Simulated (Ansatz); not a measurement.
# F₂H₃N₂Ta: one species, many methods

An exercise on one series of results from a longer session: the logs are not shown, and one member is left open.

Method: functionals in def2-TZVPP, the program's frozen cores in correlated methods; program: Ansatz 0.2.0, Gaussian basis.

Plan: LDA (SPW92), PBE-D4, revPBE-D4, BLYP-D4, r2SCAN-D4, B97M-V, PBE0-D4, B3LYP-D4, r2SCANh-D4, r2SCAN0-D4, HSE06-D4, BHLYP-D4, CAM-B3LYP-D4, LC-ωPBE, ωB97X-V, ωB97M-V, B2PLYP, PBE-QIDH; CCSD(T)/def2-SVP; CCSD(T)/def2-TZVPP; MP2/def2-QZVPP; extrapolation to the limit; RPA on PBE.

### The relaxed structure

The geometry comes from an earlier relaxation with PBE0-D4 in a triple-zeta def2 set; it is a stationary point, not always the lowest conformer. Ta takes the def2 core potential; no spin-orbit term is included.

SMILES `[NH]=[Ta]([NH2])([F])[F]`, 8 atoms, charge 0, spin multiplicity 1.

Atoms are counted from 1 here; the program's logs count them from 0.

Bond lengths: N1–Ta2 1.760 Å, N1–H6 1.006 Å, Ta2–N3 1.965 Å, Ta2–F4 1.890 Å, Ta2–F5 1.890 Å, N3–H7 1.008 Å, N3–H8 1.011 Å. Angles: Ta2–N1–H6 172.6°, N1–Ta2–N3 103.6°, N1–Ta2–F4 111.4°, N1–Ta2–F5 111.4°, N3–Ta2–F4 110.5°, N3–Ta2–F5 110.5°, F4–Ta2–F5 109.5°, Ta2–N3–H7 126.0°, Ta2–N3–H8 123.4°, H7–N3–H8 110.6°.

As a file:

```xyz
8
F2H3N2Ta
N    -0.0600    1.6462    0.3721
Ta   -0.3388    0.1618   -0.5319
N     0.5669   -1.2100    0.5445
F    -2.1841   -0.2214   -0.6746
F     0.4214    0.2549   -2.2598
H     0.0312    2.5542    0.7947
H     1.0632   -1.0539    1.4072
H     0.5923   -2.1889    0.2919
```

Set-up of the first run:

Contents of in.yaml:

```yaml
crystal:
  periodic: [false, false, false]
  atoms:
    - {symbol: N, position_ang: [-0.060015, 1.646238, 0.372148]}
    - {symbol: Ta, position_ang: [-0.338797, 0.161809, -0.531935]}
    - {symbol: N, position_ang: [0.566869, -1.209971, 0.544467]}
    - {symbol: F, position_ang: [-2.184050, -0.221383, -0.674617]}
    - {symbol: F, position_ang: [0.421391, 0.254850, -2.259805]}
    - {symbol: H, position_ang: [0.031165, 2.554165, 0.794712]}
    - {symbol: H, position_ang: [1.063243, -1.053878, 1.407202]}
    - {symbol: H, position_ang: [0.592296, -2.188930, 0.291929]}
basis:
  gaussian: {orbitals: def2-TZVPP}
hamiltonian: {xc: lda}
output: {orbitals: {seedname: orbitals}}
```

Launch:

```sh
$ ansatz run in.yaml --threads 4 --pin off --events-out ev --progress --plain --max-ram 10444MiB
```

Among the steps run: LDA; PBE-D4 (GGA); revPBE-D4 (GGA); BLYP-D4 (GGA); r2SCAN-D4 (meta-GGA); B97M-V (meta-GGA); B3LYP-D4 (hybrid); r2SCANh-D4 (hybrid); r2SCAN0-D4 (hybrid); HSE06-D4 (hybrid); BHLYP-D4 (hybrid); CAM-B3LYP-D4 (range-separated); LC-ωPBE (range-separated); ωB97X-V (range-separated); ωB97M-V (range-separated); B2PLYP (double hybrid); PBE-QIDH (double hybrid).

One table of the session follows, with a row left open; its other results are not shown here.

It belongs to the step «Orbital energies across the functionals». 

```
  functional  HOMO (eV)  gap (eV)
 LDA (SPW92)      -6.79      4.98
      PBE-D4      -6.56      5.04
   revPBE-D4      -6.48      5.07
     BLYP-D4      -6.42      4.98
   r2SCAN-D4      -6.85      5.52
      B97M-V      -6.86      5.53
     PBE0-D4          ?         ?
    B3LYP-D4      -7.73      6.80
  r2SCANh-D4      -7.39      6.37
  r2SCAN0-D4      -8.19      7.66
    HSE06-D4      -7.58      6.54
    BHLYP-D4      -9.27      9.46
CAM-B3LYP-D4      -9.40      9.74
     LC-ωPBE     -10.77     12.37
     ωB97X-V     -10.40     11.82
     ωB97M-V     -10.32     11.31
```

Q: Estimate the row for PBE0-D4 from the others.

As computed: HOMO (eV): -7.98; gap (eV): 7.33. In the column «HOMO (eV)» it lies between r2SCAN0-D4 (-8.19) and B3LYP-D4 (-7.73).
